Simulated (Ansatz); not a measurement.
# C₂H₈BSb: basis-set convergence

One table from this session's results is given with a row withheld; the runs are named, their logs left out.

The runs use Ansatz 0.2.0, Gaussian basis; one geometry, several basis sets.

The runs, in order: PBE0-D4/def2-SVP; ωB97M-V/def2-SVP; PBE0-D4/def2-QZVPP; ωB97M-V/def2-QZVPP; the functionals' def2-TZVPP values are taken from earlier runs.

## The geometry

All runs share one geometry, relaxed beforehand with PBE0-D4 in a triple-zeta def2 set. Sb takes the def2 core potential; no spin-orbit term is included.

SMILES `BC[CH2][SbH2]`, 12 atoms, charge 0, spin multiplicity 1.

Atoms are counted from 1 here; the program's logs count them from 0.

Bond lengths: B1–C2 1.550 Å, B1–H5 1.199 Å, B1–H6 1.199 Å, C2–C3 1.544 Å, C2–H7 1.091 Å, C2–H8 1.091 Å, C3–Sb4 2.177 Å, C3–H9 1.094 Å, C3–H10 1.094 Å, Sb4–H11 1.711 Å, Sb4–H12 1.711 Å. Angles: C2–B1–H5 120.3°, C2–B1–H6 120.4°, H5–B1–H6 118.8°, B1–C2–C3 96.3°, B1–C2–H7 115.7°, B1–C2–H8 115.7°, C3–C2–H7 109.6°, C3–C2–H8 109.6°, H7–C2–H8 109.1°, C2–C3–Sb4 115.1°, C2–C3–H9 112.0°, C2–C3–H10 112.1°, Sb4–C3–H9 105.0°, Sb4–C3–H10 104.9°, H9–C3–H10 107.0°, C3–Sb4–H11 93.3°, C3–Sb4–H12 93.4°, H11–Sb4–H12 91.3°.

The first run:

Contents of in.yaml:

```yaml
crystal:
  periodic: [false, false, false]
  atoms:
    - {symbol: B, position_ang: [-0.667448, 1.782350, 0.018651]}
    - {symbol: C, position_ang: [-0.710305, 0.256266, -0.247084]}
    - {symbol: C, position_ang: [0.705075, -0.048855, 0.288716]}
    - {symbol: Sb, position_ang: [1.300654, -2.140621, 0.182856]}
    - {symbol: H, position_ang: [-0.196196, 2.525776, -0.795060]}
    - {symbol: H, position_ang: [-0.972623, 2.219203, 1.092384]}
    - {symbol: H, position_ang: [-0.776995, -0.039395, -1.295056]}
    - {symbol: H, position_ang: [-1.448223, -0.303825, 0.329027]}
    - {symbol: H, position_ang: [0.812374, 0.223371, 1.343199]}
    - {symbol: H, position_ang: [1.479236, 0.493385, -0.263064]}
    - {symbol: H, position_ang: [0.743016, -2.321753, -1.424176]}
    - {symbol: H, position_ang: [-0.191568, -2.701101, 0.803708]}
basis:
  gaussian: {orbitals: def2-SVP}
hamiltonian: {xc: pbe0, dispersion: d4}
output: {orbitals: {seedname: orbitals}}
```

Command:

```console
> ansatz run in.yaml --threads 4 --pin off --events-out ev --progress --plain --max-ram 10444MiB
```

Among the steps run: PBE0-D4 in def2-SVP; ωB97M-V in def2-SVP; PBE0-D4 in def2-QZVPP; ωB97M-V in def2-QZVPP.

One of the session's tables, all rows but one given; the rest of the session is left out.

It belongs to the step «Density functionals: the series». 

| functional | basis | HOMO (eV) |
| --- | --- | --- |
| PBE0-D4 | def2-SVP | -6.92 |
| PBE0-D4 | def2-TZVPP | -6.97 |
| PBE0-D4 | def2-QZVPP | ? |
| ωB97M-V | def2-SVP | -8.94 |
| ωB97M-V | def2-TZVPP | -9.02 |
| ωB97M-V | def2-QZVPP | -9.02 |

Q: Estimate the row for PBE0-D4, def2-QZVPP from the others.

**Answer.** HOMO (eV): -6.98. In the column «HOMO (eV)» it lies between ωB97M-V, def2-SVP (-8.94) and PBE0-D4, def2-TZVPP (-6.97).
